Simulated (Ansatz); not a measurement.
# HfC, space group P6_3/mmc: a comparison of functionals at one structure

With the Ansatz DFT code, driven from Python.

Interactive session:
```pycon
>>> import warnings
>>> import ansatz as az
>>> import numpy as np
>>> import pandas as pd
>>> KMESH = (9, 9, 5)
>>> SMEARING_WIDTH = 0.1
>>> warnings.simplefilter("ignore", az.DeckWarning)
>>> vectors = np.array([
...     [3.34286605, 0.0, 0.0],
...     [-1.67143303, 2.89500692, 0.0],
...     [0.0, 0.0, 5.202714],
... ])
>>> hfc = (
...     az.Lattice.of(vectors)
...     .atom("Hf", (2 / 3, 1 / 3, 0.75))
...     .atom("Hf", (1 / 3, 2 / 3, 0.25))
...     .atom("C", (0.0, 0.0, 0.0))
...     .atom("C", (0.0, 0.0, 0.5))
... )
>>> model = hfc.calculation()
>>> model = model.pseudopotentials("paw")
>>> model = model.basis(17 * az.Ha).kpoints(mesh=KMESH)
>>> model = model.occupations(az.OccupationsMethod.COLD, width=SMEARING_WIDTH)
>>> model = model.forces().stress()
>>> rows = []
>>> for value in ["pbesol", "blyp", "lda"]:
...     report = model.functional(value).run(threads=1, pin="off").report
...     rows.append((value, report["free_energy_ev"] / len(report["lattice"]["sites"]), report["n_iterations"], sum(report["stress_gpa"][i][i] for i in range(3)) / 3, max(abs(f) for row in report["forces_ev_ang"] for f in row), report["n_kpoints"]))
...
>>> table = pd.DataFrame(rows, columns=["functional", "F/atom (eV)", "iterations", "P (GPa)", "max component (eV/A)", "k-points"])
>>> table.round(5)
  functional  F/atom (eV)  iterations   P (GPa)  max component (eV/A)  k-points
0     pbesol  -7923.15500           7  -7.38904                   0.0        36
1       blyp  -7999.07369           9   6.63306                   0.0        36
2        lda  -7860.72379           7 -12.62100                   0.0        36
```

From lowest to highest: LDA (-12.6 GPa), PBEsol (-7.4 GPa) and BLYP (6.6 GPa). At a fixed cell a lower pressure usually means a smaller equilibrium volume, so LDA prefers the smallest cell and BLYP the largest.

Caveats:
- BLYP can be off by several per cent in the lattices of metals, and by several GPa in the pressure at a fixed cell.
- The mesh is modest for a metal, so energies can be off by several to tens of meV an atom and pressures by half a GPa or more; differences at equal mesh fare better.
- Forces vanish by symmetry here and test nothing.
- Pressure is positive in compression.
- Spin-orbit coupling, which matters for elements this heavy, is left out.
- The structure comes from a database of computed cells and needn't be a stable or known phase.
- Total energies of different functionals can't be compared; pressures, moments and gaps at this one structure can.
- It ran for 12 s on 1 thread of Arm Neoverse V2, with other jobs on the host, peak memory 0.48 GiB.
